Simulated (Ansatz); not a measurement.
The system is TaVN2.

```xyz
4
Lattice="3.0499 0.0000 0.0000 0.0000 3.0499 0.0000 0.0000 0.0000 4.2961" Properties=species:S:1:pos:R:3 pbc="T T T"
Ta    0.0000    0.0000    0.0000
V     1.5249    1.5249    2.1480
N     1.5249    1.5249    0.0000
N     0.0000    0.0000    2.1480
```

The cell comes from a database or a generator and needn't be the stable form of this composition.

Base run:

```yaml
Program: Ansatz 0.2.0
Functional: LDA
Potentials_or_basis: all-electron LAPW, scalar-relativistic
Cutoff: 350 eV
Density_cutoff: 1398 eV
Basis_error_allowed: 0.002 eV/atom
k_mesh: 9 × 9 × 6
Occupations: fermi-dirac, width 0.05 eV
Spin: collinear spin, ferromagnetic start
Starting_moments: "[0.0, 2.0, 0.0, 0.0] μB"
```

Its results: pressure -19.3 GPa; net moment 0.19 μB per cell; site moments Ta -0.01; V +0.18; N +0.00 μB.

The run is repeated on the same cell with these changes: functional from LDA to PBE. What comes out?

Pressure -0.7 GPa; net moment 1.16 μB per cell; site moments Ta -0.05; V +1.09; N +0.02 μB.

PBE binds less tightly than LDA, so the same cell stands under more pressure.

Not every run made on this cell is shown here.
